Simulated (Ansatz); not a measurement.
# Al: the cost of one run

Computed with Ansatz 0.2.0 (DFT PBEsol, scalar-relativistic, plane waves, PAW, unless a step's input says otherwise).

### 1 The structure to begin with

Symmetry: P6_3/mmc, No. 194, hexagonal system. Conventional cell: a = 2.812 Å, b = 2.812 Å, c = 4.867 Å, α = 90.00°, β = 90.00°, γ = 120.00°. Al (site symmetry -6m2) is surrounded by 12 Al at 2.81 to 2.93 Å.

Structure file:

```cif
data_structure
_symmetry_space_group_name_H-M 'P6_3/mmc'
_symmetry_Int_Tables_number 194
_cell_length_a 2.8125
_cell_length_b 2.8125
_cell_length_c 4.8669
_cell_angle_alpha 90.000
_cell_angle_beta 90.000
_cell_angle_gamma 120.000
_cell_volume 33.34
loop_
_atom_site_label
_atom_site_type_symbol
_atom_site_symmetry_multiplicity
_atom_site_Wyckoff_symbol
_atom_site_fract_x
_atom_site_fract_y
_atom_site_fract_z
_atom_site_occupancy
Al1 Al 2 c 0.66667 0.33333 0.75000 1
```

It goes back to an entry of the Materials Project, which need not be the stable form.

No relaxation comes first: the listed cell is the starting point.

### 2 The reference cell

Reference values: F = -1049.0233 eV; pressure -1.37 GPa; largest force 0.000 eV/Å; gap on the mesh none (metal). It was computed beforehand with the settings of the runs below.

### 3 The scan: one atom moved over a plane

Atom 1 (Al) is moved by p along (1.000, 0.000, 0.000) and q along (0.000, 1.000, 0.000) (Å), all else fixed; its images in the other cells move with it. Points alike by symmetry are run once.

### 4 Point p = -0.450, q = -0.450

Input file input.yaml:

```yaml
crystal:
  lattice:
    - [2.8124553515, 0.0, 0.0]
    - [-1.4062276757, 2.4356577814, 0.0]
    - [0.0, 0.0, 4.86685]
  atoms:
    - { symbol: Al, position: [0.4142866171, 0.1485783142, 0.75] }
    - { symbol: Al, position: [0.3333333333, 0.6666666667, 0.25] }
basis:
  ecutwfc: 420
kpoints:
  mp_grid: { grid: [18, 18, 10] }
hamiltonian:
  xc: pbesol
scf:
  occupations: { method: gaussian, width: 0.15 }
output:
  forces: true
  stress: true
  eigenvalues: true
  write_density: true
  write_potential: true
  elf: true
  volumetric_format: npy
```

On the command line:

```console
> ansatz run input.yaml --threads 1 --pin off --max-ram 2560MiB --backend cpu --events-out ev --progress --plain --runs-dir out
```

What time and memory should one allow on 1 thread of Intel Xeon at 2.50GHz (Skylake/Cascade Lake), shared host?

About 34 s, with a peak of 0.54 GiB.
